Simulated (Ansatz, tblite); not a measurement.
**Be13O13 zinc blende bond sphere (Be₁₃O₁₃): rung by rung**

One table from this session's results is given with a row withheld; the runs are named, their logs left out.

Computed with Ansatz 0.2.0, Gaussian basis. Level: as each input shows.

Levels to be run: GFN1-xTB, GFN2-xTB, PBE-D4/def2-TZVP, r2SCAN-D4/def2-TZVP, B3LYP-D4/def2-TZVP, CAM-B3LYP-D4/def2-TZVP, HSE06-D4/def2-TZVP, PBE-D4/def2-SVP, PBE0-D4/def2-SVP, HF/6-31G, B3LYP-D4/6-31G, CCSD(T)/def2-SVP, RPA/def2-SVP.

**The relaxed structure**

The geometry is that of the singlet, from an earlier relaxation (PBE-D4/def2-SVP).

26 atoms, charge 0, spin multiplicity 1.

Bond lengths: O1–Be14 1.601 Å, O1–Be15 1.601 Å, O1–Be17 1.626 Å, O2–Be14 1.761 Å, O2–Be16 1.453 Å, O2–Be18 1.596 Å, O3–Be14 1.476 Å, O3–Be19 1.476 Å, O4–Be17 1.626 Å, O4–Be19 1.601 Å, O4–Be20 1.601 Å, O5–Be18 1.596 Å, O5–Be19 1.761 Å, O5–Be21 1.453 Å, O6–Be15 1.761 Å, O6–Be16 1.453 Å, O6–Be22 1.596 Å, O7–Be15 1.476 Å and more. Angles: Be14–O1–Be15 131.9°, Be14–O1–Be17 110.5°, Be15–O1–Be17 110.5°, Be14–O2–Be16 102.4°, Be14–O2–Be18 94.8°, Be16–O2–Be18 104.5°, Be14–O3–Be19 96.7°, Be17–O4–Be19 110.5°, Be17–O4–Be20 110.5°, Be19–O4–Be20 131.9°, Be18–O5–Be19 94.8°, Be18–O5–Be21 104.5°, Be19–O5–Be21 102.4°, Be15–O6–Be16 102.4°, Be15–O6–Be22 94.8°, Be16–O6–Be22 104.5°, Be15–O7–Be23 96.6°, Be17–O8–Be23 110.5° and more.

PBE0-D4/def2-TZVP was run before; its log isn't repeated, and its numbers join the tables.

The first run:

Tight binding, by tblite at 300 K electronic temperature and without a spin-polarisation term:

```python
tblite.interface.Calculator('GFN1-xTB', numbers, positions, charge=0, uhf=0).singlepoint()
```

Tight binding, by tblite at 300 K electronic temperature and without a spin-polarisation term:

```python
tblite.interface.Calculator('GFN2-xTB', numbers, positions, charge=0, uhf=0).singlepoint()
```

start.molden holds the orbitals of an earlier run on this state, given as this run's starting guess.

File in.yaml:

```yaml
crystal:
  periodic: [false, false, false]
  atoms:
    - {symbol: O, position_ang: [-1.374302, -1.371305, -0.597105]}
    - {symbol: O, position_ang: [-1.423036, 0.539854, -2.460100]}
    - {symbol: O, position_ang: [-3.356090, 0.511312, -0.502599]}
    - {symbol: O, position_ang: [-1.369119, 0.600958, 1.374795]}
    - {symbol: O, position_ang: [-1.417986, 2.463712, -0.536593]}
    - {symbol: O, position_ang: [0.533522, -1.419285, -2.463487]}
    - {symbol: O, position_ang: [0.505572, -3.356077, -0.509722]}
    - {symbol: O, position_ang: [0.601061, -1.372637, 1.371325]}
    - {symbol: O, position_ang: [2.460519, -1.420572, -0.543509]}
    - {symbol: O, position_ang: [0.892940, 0.893470, -0.895969]}
    - {symbol: O, position_ang: [0.543699, 2.462350, 1.417422]}
    - {symbol: O, position_ang: [2.465658, 0.537300, 1.414001]}
    - {symbol: O, position_ang: [0.515730, 0.509030, 3.354649]}
    - {symbol: Be, position_ang: [-2.378095, -0.306449, -1.246647]}
    - {symbol: Be, position_ang: [-0.312096, -2.375463, -1.250425]}
    - {symbol: Be, position_ang: [-0.492152, -0.486309, -2.897458]}
    - {symbol: Be, position_ang: [-0.846301, -0.846352, 0.848718]}
    - {symbol: Be, position_ang: [-0.597301, 1.402702, -1.401412]}
    - {symbol: Be, position_ang: [-2.373997, 1.252929, 0.312452]}
    - {symbol: Be, position_ang: [-0.302582, 1.251674, 2.376038]}
    - {symbol: Be, position_ang: [-0.483276, 2.898820, 0.487046]}
    - {symbol: Be, position_ang: [1.399156, -0.596682, -1.404643]}
    - {symbol: Be, position_ang: [1.249777, -2.376552, 0.306066]}
    - {symbol: Be, position_ang: [1.255210, -0.308892, 2.373324]}
    - {symbol: Be, position_ang: [2.899109, -0.488621, 0.481096]}
    - {symbol: Be, position_ang: [1.404393, 1.401095, 0.592748]}
basis:
  gaussian: {orbitals: def2-TZVP, fitting: {mean_field: def2-universal-jkfit}, initial_orbitals: start.molden}
hamiltonian: {xc: pbe, dispersion: d4}
scf: {omitted_lower_state_checks: [starts]}
output: {orbitals: {seedname: orbitals}}
```

The run is started by

```console
> ansatz run in.yaml --threads 2 --pin off --events-out ev --progress --plain --max-ram 20480MiB --backend cuda --devices 0, --max-vram 18GiB
```

Steps of the session up to this table: PBE-D4/def2-TZVP; r2SCAN-D4/def2-TZVP; B3LYP-D4/def2-TZVP; CAM-B3LYP-D4/def2-TZVP; HSE06-D4/def2-TZVP; PBE-D4/def2-SVP; PBE0-D4/def2-SVP; HF/6-31G; B3LYP-D4/6-31G; CCSD(T)/def2-SVP; RPA/def2-SVP.

One of the session's tables, all rows but one given; the rest of the session is left out.

It belongs to the step «Binding energy». 

```
                method  binding an atom (eV)
              HF/6-31G                 3.666
           HF/def2-SVP                 3.847
       PBE-D4/def2-SVP                 5.462
      PBE-D4/def2-TZVP                 5.415
   r2SCAN-D4/def2-TZVP                 5.374
        B3LYP-D4/6-31G                 5.137
    B3LYP-D4/def2-TZVP                     ?
      PBE0-D4/def2-SVP                 5.263
     PBE0-D4/def2-TZVP                 5.238
    HSE06-D4/def2-TZVP                 5.242
CAM-B3LYP-D4/def2-TZVP                 5.322
          RPA/def2-SVP                 4.361
          MP2/def2-SVP                 5.087
         CCSD/def2-SVP                 4.592
      CCSD(T)/def2-SVP                 4.655
```

**Question.** Estimate the row for B3LYP-D4/def2-TZVP.

The run gave: binding an atom (eV): 5.266. In the column «binding an atom (eV)» it lies between PBE0-D4/def2-SVP (5.263) and CAM-B3LYP-D4/def2-TZVP (5.322).

Caveats from the session: Free atoms were run apart at each level; binding is atoms less cluster, divided by the number of atoms, without zero-point or spin-orbit terms.
